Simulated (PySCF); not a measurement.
# A diatomic session: TlB

The task here is to estimate one member of a computed series from the others.

The runs use PySCF 2.14.0; Tl def2-TZVPP with ECP60, B def2-TZVPP, scalar-relativistic core potentials.

Set-up of the first run:

Settings of the job:

* atoms: Tl, B
* charge: 0
* basis: Tl def2-TZVPP with ECP60, B def2-TZVPP
* Hamiltonian: scalar-relativistic core potentials
* basis functions: 81
* electrons treated: 26
* masses in u: 204.9744, 11.0093
* levels: PBE0, PBE, r²SCAN, M06-2X, LDA, r²SCANh, B2PLYP, ωB97X, HF, MP2, SCS-MP2, CCSD, CCSD(T)
* grid: 80 radial by 434 angular points
* occupations: held fixed by the projection of orbital angular momentum
* dissociation limit: Tl + B, each in its ground configuration
* starting distance in angstrom: 2.245
* values of 2S to try: 0, 2

The run is started by

```sh
OMP_NUM_THREADS=1 python dia.py task.json out
```

Among the steps run: Set-up; First curve: PBE0; Other states along the same grid; PBE (GGA); r²SCAN (meta-GGA); M06-2X; LDA; r²SCANh; B2PLYP; ωB97X (range-separated hybrid); UHF (mean field); Adding correlation.

One table of the session follows, with a row left open; its other results are not shown here.

```
      level  Re (Å)  ωe (cm⁻¹)  De (eV)
        UHF       ?          ?        ?
    UHF-MP2   2.448        380     1.45
UHF-SCS-MP2   2.464        374     1.26
   UHF-CCSD   2.476        357     1.31
UHF-CCSD(T)   2.473        356     1.43
        LDA   2.426        356     2.25
        PBE   2.499        326     1.85
     r²SCAN   2.471        347     1.82
    r²SCANh   2.463        353     1.76
       PBE0   2.467        350     1.70
     M06-2X   2.482        340     1.47
      ωB97X   2.449        373     1.60
     B2PLYP   2.476        350     1.48
```

Q: Estimate the row for UHF from the others.

The run gave: Re (Å): 2.501; ωe (cm⁻¹): 353; De (eV): 0.85. In the column «Re (Å)» it is the highest.
